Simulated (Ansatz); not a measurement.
**EuNi2Ge2 (I4/mmm): relaxation of cell and ions from a Python script**

What cell does EuNi2Ge2 (I4/mmm) relax to? A script is to give a relaxation of cell and ions; the system is EuNi2Ge2 (I4/mmm).

Computed with Ansatz 0.2.0, driven from Python. Level of theory: DFT PBEsol, plane waves, PAW.

## 1. Starting point

Symmetry: I4/mmm, No. 139, tetragonal system. The conventional cell has a = 4.106 Å, b = 4.106 Å, c = 10.049 Å, α = 90.00°, β = 90.00°, γ = 90.00°. Eu (site symmetry 4/mmm) has 10 Ge at 3.21 to 3.67 Å and 8 Ni at 3.24 Å as nearest neighbours. Ni (site symmetry -4m2) has 4 Ge at 2.35 Å as nearest neighbours. Around Ge (site symmetry 4mm) lie 4 Ni at 2.35 Å.

The script holds or builds the structure itself.

## 2. The code

The input, vcrelax_euni2ge2.py:

```python
'''Variable-cell relaxation of EuNi2Ge2.'''

import ansatz as az
from ase import Atoms
from ase.io import write
import matplotlib.pyplot as plt
import numpy as np

config = {
    'xc': 'PBEsol',
    'cutoff_ev': 420,
    'filling': 'Fermi-Dirac',
    'tolerance': 1e-08,
}

def edges_and_angles(cell):
    cell = np.asarray(cell)
    a, b, c = np.linalg.norm(cell, axis=1)
    cosines = cell[1] @ cell[2] / (b * c), cell[0] @ cell[2] / (a * c), cell[0] @ cell[1] / (a * b)
    return (a, b, c, *np.degrees(np.arccos(cosines)))

atoms = Atoms(
    ['Eu', 'Ni', 'Ni', 'Ge', 'Ge'],
    scaled_positions=[
        (0.0, 0.0, 0.0),
        (0.25, 0.75, 0.5),
        (0.75, 0.25, 0.5),
        (0.635272, 0.635272, 0.0),
        (0.364728, 0.364728, 0.0),
    ],
    cell=[
        (-2.05315, 2.05315, 5.02463),
        (2.05315, -2.05315, 5.02463),
        (2.05315, 2.05315, -5.02463),
    ],
    pbc=True,
)
atoms.set_initial_magnetic_moments([7, 1.5, 1.5, 0.0, 0.0])
structure = az.Crystal.from_ase(atoms)

# edges free, angles fixed
model = structure.calculation()
model = model.functional(config['xc'])
model = model.basis(config['cutoff_ev'])
model = model.kpoints(10, center='gamma')
model = model.occupations(config['filling'])
model = model.spin(az.SpinTreatment.COLLINEAR)
model = model.scf(tolerance=config['tolerance']).relax(fix_cell=['angles'])
model = model.band_table()
steps = []


def collect(event):
    if event['event'] == 'relax_step':
        steps.append(event['data'])


done = model.session().plan().execute(on_event=collect)
data = done.report
for s in steps:
    flag = '' if s['accepted'] else '  (rejected)'
    print('step %2d  E = %.5f eV  largest force component = %.4f eV/A%s' % (s['step'], s['lagrangian_ev'], s['allowed_force_max_ev_ang'], flag))

first, last = steps[0], steps[-1]
symbols = [site.symbol for site in done.lattice.sites]
print(f'energy gained {first["lagrangian_ev"] - last["lagrangian_ev"]:.4f} eV in {len(steps) - 1} steps')
for label, vectors in (('before', first['cell_ang']), ('after', done.lattice.cell_ang)):
    print(label, 'a b c (A) {:.4f} {:.4f} {:.4f}  angles {:.2f} {:.2f} {:.2f}'.format(*edges_and_angles(vectors)), f' V = {abs(np.linalg.det(vectors)):.3f} A^3')
print('final stress xx yy zz (GPa, compression positive):', np.round(np.diag(data['stress_gpa']), 3) + 0.0)

relaxed = Atoms(symbols, positions=[site.position_ang for site in done.lattice.sites], cell=done.lattice.cell_ang, pbc=True)
write('relaxed.vasp', relaxed, format='vasp')

print('relaxed fractional positions')
for site in done.lattice.sites:
    print(f'  {site.symbol:2s}', ' '.join(f'{v % 1:8.5f}' for v in np.round(site.position_frac, 5)))

fig, (top, bottom) = plt.subplots(2, 1, sharex=True, figsize=(4.5, 4))
top.plot([s['lagrangian_ev'] - last['lagrangian_ev'] for s in steps], 'o-')
top.set_ylabel('E - E(final) (eV)')
bottom.semilogy([max(s['allowed_force_max_ev_ang'], 1e-6) for s in steps], 's-')
bottom.set(xlabel='step', ylabel='largest force (eV/A)')
fig.tight_layout()
fig.savefig('relax.png', dpi=100)

print('%-22s %14.5f eV' % ('F = E - TS', data['free_energy_ev']))
print('%-22s %14.5f eV' % ('E', data['internal_energy_ev']))
print('%-22s %14.5f eV' % ('Harris-Foulkes', data['harris_foulkes_ev']))
print('%-22s %14.5f eV' % ('Fermi level', data['fermi_energy_ev']))

edges = data.get('band_edges_ev')
if edges:
    print(f'band edges on the mesh: {edges[0]:.3f} and {edges[1]:.3f} eV, gap {edges[1] - edges[0]:.3f} eV')
else:
    print('no band edges reported (a metal, or a gap too narrow for this smearing); Fermi level', round(data['fermi_energy_ev'], 3), 'eV')

print('site moments (muB):', [round(m, 2) for m in data['site_moments_mub']])
print('electrons up, down:', [round(n, 3) for n in data['spin_occupation_sums']])
```

## 3. The run

Command:

```sh
$ python vcrelax_euni2ge2.py
```

Q: Predict the main results. Wanted: free energy; moment, net / absolute; moves of the relaxation; energy gained; last largest force component; relaxed conventional cell; space group at the end.

As calculated:

| quantity | value |
| --- | --- |
| free energy | -28784.7313 eV (-5756.9463 eV/atom) |
| moment, net / absolute | 6.87 / 6.92 μB per cell |
| moves of the relaxation | 2 |
| energy gained (ahead of the last change of basis) | 7.3 meV/atom |
| last largest force component | 0.0056 eV/Å |
| relaxed conventional cell | a = 4.057 Å, b = 4.057 Å, c = 9.927 Å, α = 90.00°, β = 90.00°, γ = 90.00° |
| space group at the end | I4/mmm |

In words: The volume shrank by 3.6 % over 2 moves, and the space group stayed I4/mmm. Reading the output:
- Open f shells: without a Hubbard U, without spin-orbit coupling; the state reached hangs on the start and needn't be the lowest.
- The zero of the levels is a convention of the potentials, so an absolute Fermi energy is no work function.
- Energies along a relaxation are free energies. Rows at an unchanged volume are solved on a plane-wave basis chosen afresh for that cell, so the energy jumps there and such rows are no steps of the walk.
- Edges and angles that the script prints are those of the cell as typed, here a primitive one.
- The structure comes from a database of computed cells and needn't be a stable or known phase.
